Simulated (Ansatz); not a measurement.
**GaNH (quartet): the correlation ladder, cc-pVDZ**

Aim: climb from Hartree-Fock through coupled cluster and multireference methods for GaNH (quartet) at one geometry and basis, and see what each rung misses.

The runs use Ansatz 0.2.0, Gaussian basis; cc-pVDZ, core rule «outside noble gas», up to 15 orbitals frozen.

The runs, in order: UHF; CCSD(T) on ROHF; CCSD(T) on UHF; BCCD(T) on ROHF; CISD; CCSDT(Q) on ROHF; CCSDT(Q) on UHF; CASSCF and MRCISD+Q, 9 electrons in 9 orbitals; CASSCF and NEVPT2, 9 electrons in 9 orbitals.

21 further runs of the same task are left out: 8 for a known fault of the program, 3 that didn't finish, 10 set aside as unsound or not needed.

### Step 1. The system

The geometry is a PBE0/def2-TZVP stationary point (not a proven minimum). No spin-orbit coupling is included. The filled d shell of Ga may be among the frozen orbitals whatever the setting's name suggests; the logs give the count.

3 atoms, charge 0, spin multiplicity 4.

Atoms are counted from 1 here; the program's logs count them from 0.

Bond lengths: N1–Ga2 2.059 Å, N1–H3 1.033 Å. Angles: Ga2–N1–H3 103.2°.

### Step 2. UHF

File in.yaml:

```yaml
crystal:
  periodic: [false, false, false]
  atoms:
    - {symbol: N, position_ang: [0.000000, -0.129588, 1.686081]}
    - {symbol: Ga, position_ang: [0.000000, 0.013637, -0.367511]}
    - {symbol: H, position_ang: [0.000000, 0.857448, 1.991733]}
basis:
  gaussian: {orbitals: cc-pVDZ}
magnetization: {spin_polarized: true, initial_magnetization: 3}
hamiltonian: {xc: hf}
output: {orbitals: {seedname: orbitals}}
```

The run is started by

```console
$ ansatz run in.yaml --threads 1 --pin off --events-out ev --progress --plain --max-ram 2393MiB
```

The runs that follow: CCSD(T) on ROHF; CCSD(T) on UHF; BCCD(T) on ROHF; CISD; CCSDT(Q) on ROHF; CCSDT(Q) on UHF; CASSCF and MRCISD+Q, 9 electrons in 9 orbitals; CASSCF and NEVPT2, 9 electrons in 9 orbitals.

Before running them: what should the planned runs give, taken together? Wanted: UCCSDT(Q) below the RHF energy; RMP2 from UCCSDT(Q); UMP2 from UCCSDT(Q); RCCSD from UCCSDT(Q); RCCSD(T) from UCCSDT(Q); UCCSD(T) from UCCSDT(Q); RCCSDT(Q) from UCCSDT(Q); NEVPT2 valence from UCCSDT(Q); MRCISD+Q valence from UCCSDT(Q).

The runs gave:

| quantity | value |
| --- | --- |
| UCCSDT(Q) below the RHF energy | -5.6111 eV |
| RMP2 from UCCSDT(Q) | +24.75 kcal/mol |
| UMP2 from UCCSDT(Q) | +23.46 kcal/mol |
| RCCSD from UCCSDT(Q) | +4.42 kcal/mol |
| RCCSD(T) from UCCSDT(Q) | +1.25 kcal/mol |
| UCCSD(T) from UCCSDT(Q) | +0.95 kcal/mol |
| RCCSDT(Q) from UCCSDT(Q) | +0.27 kcal/mol |
| NEVPT2 valence from UCCSDT(Q) | +18.63 kcal/mol |
| MRCISD+Q valence from UCCSDT(Q) | +1.41 kcal/mol |
| levels within 1 kcal/mol (43 meV) | UCCSD(T), RCCSDT, UCCSDT, RCCSDT(Q) |
| T1 diagnostic | 0.057 |
| effectively unpaired electrons | 3.02 |

**Reading.** RCCSD(T) lands +1.25 kcal/mol from the yardstick (1.0 % of the correlation energy). The occupations are near whole numbers, but T1 = 0.057 shows that the orbitals relax strongly. Of the multireference levels listed MRCISD+Q valence comes nearest in total energy (+1.41 kcal/mol), which doesn't show that its space is the better one. These misses are within one basis, not against nature; the frozen cores of restricted and unrestricted runs differ, which can shift their rows.
